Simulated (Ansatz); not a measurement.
Crystal: CaIrN2.

```xyz
4
Lattice="1.6489 0.9520 5.0094 -1.6489 0.9520 5.0094 0.0000 -1.9039 5.0094" Properties=species:S:1:pos:R:3 pbc="T T T"
Ir    0.0000    0.0000    7.5141
Ca    0.0000    0.0000    0.0000
N     0.0000    0.0000    3.4697
N     0.0000    0.0000   11.5585
```

The cell comes from a database or a generator and needn't be the stable form of this composition.

- Program: Ansatz 0.2.0
- Task: relaxation of cell and atoms
- Functional: r2SCAN
- Potentials or basis: Ansatz PAW
- Cutoff: 500 eV (not typed: the program's choice for these potentials)
- k mesh: 9 × 9 × 9
- Occupations: fermi-dirac, width 0.05 eV
- Spin: no spin polarisation
- Hubbard terms: Ir d U = 2 eV

At the start: volume 11.79 Å³/atom.

Question: How do energy, volume and symmetry change on relaxing?

Answer: It ends after 5 steps and the volume is 11.51 Å³/atom (-2.4 %); space group R-3m (No. 166, to 0.05 Å).

Step by step:
| step | energy change (eV) | largest force (eV/Å) | volume (Å³) |
| --- | --- | --- | --- |
| 1 | 0.0000 | 0.1024 | 47.18 |
| 2 | -0.0180 | 0.1028 | 45.67 |
| 3 | -0.0208 | 0.0054 | 46.08 |
| 4 | -0.0209 | 0.0016 | 46.05 |
| 5 | -0.0203 | 0.0016 | 46.05 |

Final structure:
```yaml
crystal:
  lattice:
    - [1.63223, 0.94237, 4.99003]
    - [-1.63223, 0.94237, 4.99003]
    - [0.00000, -1.88474, 4.99003]
  atoms:
    - { symbol: Ir, position: [0.50000, 0.50000, 0.50000] }
    - { symbol: Ca, position: [0.00000, 0.00000, 0.00000] }
    - { symbol: N, position: [0.23193, 0.23193, 0.23193] }
    - { symbol: N, position: [0.76807, 0.76807, 0.76807] }
```

Caveat: the plane-wave basis is chosen anew once the cell has moved, so the energies of steps on either side of that aren't comparable; U without spin polarisation on a metal has little footing; the PAW data sets come from PBE, with cores solved anew for the run's functional, which leaves a small shift of forces and pressure.
